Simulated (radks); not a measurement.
# Exchange and kinetic functionals tested on atomic densities: Sr⁺, Hg, In³⁷⁺, He⁺, Ne, C²⁺

Aim: take each self-consistent density and evaluate many functionals on it, against the exact exchange and kinetic energies of the same orbitals. Every spin shell is full or empty, so the densities are truly spherical.

Program: radks (a radial shooting solver on a logarithmic mesh, Libxc functionals) version 1. Level of theory: non-relativistic Kohn-Sham, PBE, spin-polarised, spherical densities, point nucleus; open shells are filled with parallel spins first. These are calculated values, not measurements, unless marked.

**1. Starting point**

```
species : Sr⁺ ([Kr] 5s1), Hg ([Hg]), In³⁷⁺ ([Ne] 3s2), He⁺ (1s1), Ne ([Ne]), C²⁺ ([He] 2s2)
```

**2. Sr⁺, [Kr] 5s1**

Settings of this run:

```text
Z 38
configuration [Kr] 5s1
relativity non-relativistic
functional pbe,pbe
spin polarised
nucleus point
```

**3. Hg, [Hg]**

Settings of this run:

```text
Z 80
configuration [Hg]
relativity non-relativistic
functional pbe,pbe
spin polarised
nucleus point
```

**4. In³⁷⁺, [Ne] 3s2**

Settings of this run:

```text
Z 49
configuration [Ne] 3s2
relativity non-relativistic
functional pbe,pbe
spin polarised
nucleus point
```

**5. He⁺, 1s1**

Settings of this run:

```text
Z 2
configuration 1s1
relativity non-relativistic
functional pbe,pbe
spin polarised
nucleus point
```

**6. Ne, [Ne]**

Settings of this run:

```text
Z 10
configuration [Ne]
relativity non-relativistic
functional pbe,pbe
spin polarised
nucleus point
```

**7. C²⁺, [He] 2s2**

Settings of this run:

```text
Z 6
configuration [He] 2s2
relativity non-relativistic
functional pbe,pbe
spin polarised
nucleus point
```

Before running it: what results should come out? Wanted: for each run, error in magnitude; Sr⁺; Hg; In³⁷⁺; He⁺; Ne; C²⁺.

As calculated:

```csv
error in magnitude (%),Sr⁺,Hg,In³⁷⁺,He⁺,Ne,C²⁺
"exchange, LDA",-5.44,-3.77,-7.63,-14.13,-8.71,-12.83
"exchange, RPBE",-0.18,-0.20,-0.06,-0.18,+0.62,+0.62
"exchange, PW91",+0.01,+0.07,-0.17,-1.57,+0.26,-0.62
"exchange, PW86",-0.01,-0.36,+0.33,-0.11,+1.14,+0.74
"exchange, SOGGA",-2.51,-1.78,-3.43,-6.39,-3.55,-5.41
"exchange, TPSS",-0.15,-0.40,+0.06,+0.11,+0.77,+0.51
"exchange, revTPSS",-0.84,-0.88,-0.72,+0.09,+0.21,+0.30
"exchange, SCAN",+0.24,+0.07,+0.15,+0.11,+0.58,-0.31
"exchange, r2SCAN",-0.04,-0.16,-0.18,+0.11,+0.42,-0.38
"kinetic, Thomas-Fermi",-5.76,-4.62,-6.56,-8.61,-8.55,-10.48
"kinetic, TF + vW",+39.77,+30.78,+47.59,+91.39,+61.71,+80.20
"kinetic, TF + vW/9",-0.70,-0.69,-0.54,+2.50,-0.74,-0.41
"kinetic, APBEK",+0.13,+0.04,+0.26,+1.89,-0.03,-0.37
"kinetic, revAPBEK",+0.34,+0.18,+0.55,+2.78,+0.45,+0.42
"kinetic, Perdew 92",-0.69,-0.68,-0.53,+2.52,-0.73,-0.39
"kinetic, Pearson",-1.02,-0.84,-1.30,-2.55,-2.53,-4.56
"kinetic, LKT",+21.34,+15.91,+26.72,+62.22,+36.57,+51.83
"kinetic, Ernzerhof",-0.37,-0.48,+0.01,+6.30,+0.16,+1.58
```

**Reading.** Negative means that the magnitude is too small. For exchange the mean absolute error is least for r2SCAN (0.21 %) and largest for LDA (8.75 %). Among the orbital-free kinetic functionals APBEK (0.45 %) does best and TF + vW (58.57 %) worst. The functionals are evaluated on one density each, not self-consistently.
